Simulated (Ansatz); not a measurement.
# C3H11NSSi: the cost of one run

Method: RKS PBE0-D4/STO-3G, in Ansatz 0.2.0.

## 1. The structure to begin with

Bond lengths (14 of 16 bonds, heavy atoms first): C1–C2 1.508 Å, C2–S3 1.804 Å, S3–Si4 2.069 Å, Si4–C5 1.810 Å, Si4–N6 1.703 Å, C1–H7 1.134 Å, C1–H8 1.087 Å, C1–H9 1.069 Å, C2–H10 1.094 Å, C2–H11 1.082 Å, Si4–H12 1.522 Å, C5–H13 1.153 Å, C5–H14 1.086 Å, C5–H15 1.077 Å. Angles (14 of 28 angles, heavy atoms first): C1–C2–S3 111.6°, C2–S3–Si4 106.9°, S3–Si4–C5 113.5°, S3–Si4–N6 105.2°, C5–Si4–N6 113.9°, C1–C2–H10 107.1°, C1–C2–H11 112.8°, S3–C2–H10 107.1°, S3–C2–H11 109.4°, C2–C1–H7 108.0°, C2–C1–H8 108.4°, C2–C1–H9 113.4°, S3–Si4–H12 108.0°, C5–Si4–H12 111.4°.

The coordinates stand in the first input below.

## 2. Relaxing the start

input.yaml reads:

```yaml
crystal:
  periodic: [false, false, false]
  atoms:
    - { symbol: C, position_ang: [-0.2281, -2.4439, -0.9685] }
    - { symbol: C, position_ang: [0.8619, -1.404, -0.893] }
    - { symbol: S, position_ang: [0.9426, -0.6446, 0.7418] }
    - { symbol: Si, position_ang: [-0.3955, 0.9335, 0.7381] }
    - { symbol: C, position_ang: [0.0637, 2.2671, -0.3962] }
    - { symbol: "N", position_ang: [-0.5133, 1.4231, 2.365] }
    - { symbol: H, position_ang: [-1.2239, -1.9171, -0.8391] }
    - { symbol: H, position_ang: [-0.2418, -2.8538, -1.9753] }
    - { symbol: H, position_ang: [-0.1683, -3.1781, -0.1932] }
    - { symbol: H, position_ang: [1.8122, -1.9222, -1.0542] }
    - { symbol: H, position_ang: [0.7575, -0.6309, -1.6432] }
    - { symbol: H, position_ang: [-1.7747, 0.3782, 0.4144] }
    - { symbol: H, position_ang: [-0.6879, 3.1415, -0.3638] }
    - { symbol: H, position_ang: [1.0231, 2.6741, -0.0901] }
    - { symbol: H, position_ang: [0.1154, 1.9207, -1.4142] }
    - { symbol: H, position_ang: [0.449, 1.615, 2.69] }
    - { symbol: H, position_ang: [-0.8109, 0.6412, 2.9216] }
basis:
  gaussian: { orbitals: STO-3G }
hamiltonian:
  xc: pbe0
  dispersion: d4
relax:
  f_tol: 0.02
  max_steps: 40
```

On the command line:

```
ansatz run input.yaml --threads 1 --pin off --max-ram 2048MiB --backend cpu --events-out ev --progress --plain --runs-dir out
```

What time and memory should one allow on 1 thread of Arm Neoverse V2, shared host?

About 38 s, with a peak of 0.16 GiB.
